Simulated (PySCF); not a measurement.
# BH8NSi2: the cost of one run

Computed with PySCF 2.14.0, with density-fitted response routines of our own, on a single molecule in the gas phase. Atoms are numbered from 0 throughout.

**1. The molecule as given**

12 atoms, charge 0, multiplicity 1; geometry from: PBE0-D3(BJ)/def2-SVP.

Bonds of the start (Å): B0–N1 1.41, N1–Si2 1.77, N1–Si3 1.77, B0–H4 1.21, B0–H5 1.21, Si2–H6 1.49, Si2–H7 1.49, Si2–H8 1.49, Si3–H9 1.49, Si3–H10 1.49, Si3–H11 1.49.

**2. Nuclear shieldings: HF/pcSseg-2**

The job: settings as JSON, then the geometry in Å.

```
{"job": {"kind": "nmr", "xc": "HF", "basis": "pcSseg-2", "pop": false}, "charge": 0, "multiplicity": 1}
B     -0.195785     1.382767    -0.000060
N     -0.160064    -0.017418    -0.194685
Si     1.378928    -0.896540    -0.111681
Si    -1.652628    -0.916874    -0.526595
H      0.829797     1.987179     0.224152
H     -1.252099     1.973566    -0.056262
H      1.308895    -1.922239     0.972781
H      2.480029     0.066719     0.154897
H      1.612420    -1.612037    -1.402462
H     -2.805044     0.022449    -0.497595
H     -1.551735    -1.577507    -1.863003
H     -1.823833    -1.987897     0.501437
```

With the program's defaults for keys left out, this is: GIAO HF/pcSseg-2 NMR shielding, non-relativistic, gas phase.

Run with:

```sh
OMP_NUM_THREADS=1 python probes_run.py task.json out
```

The driver reads the jobs from task.json and runs them one after another.

**Question.** How long does this first job take on 1 thread of Arm Neoverse V1, shared host, and how much memory does it need?

About 17 s, with a peak of 1.1 GiB.
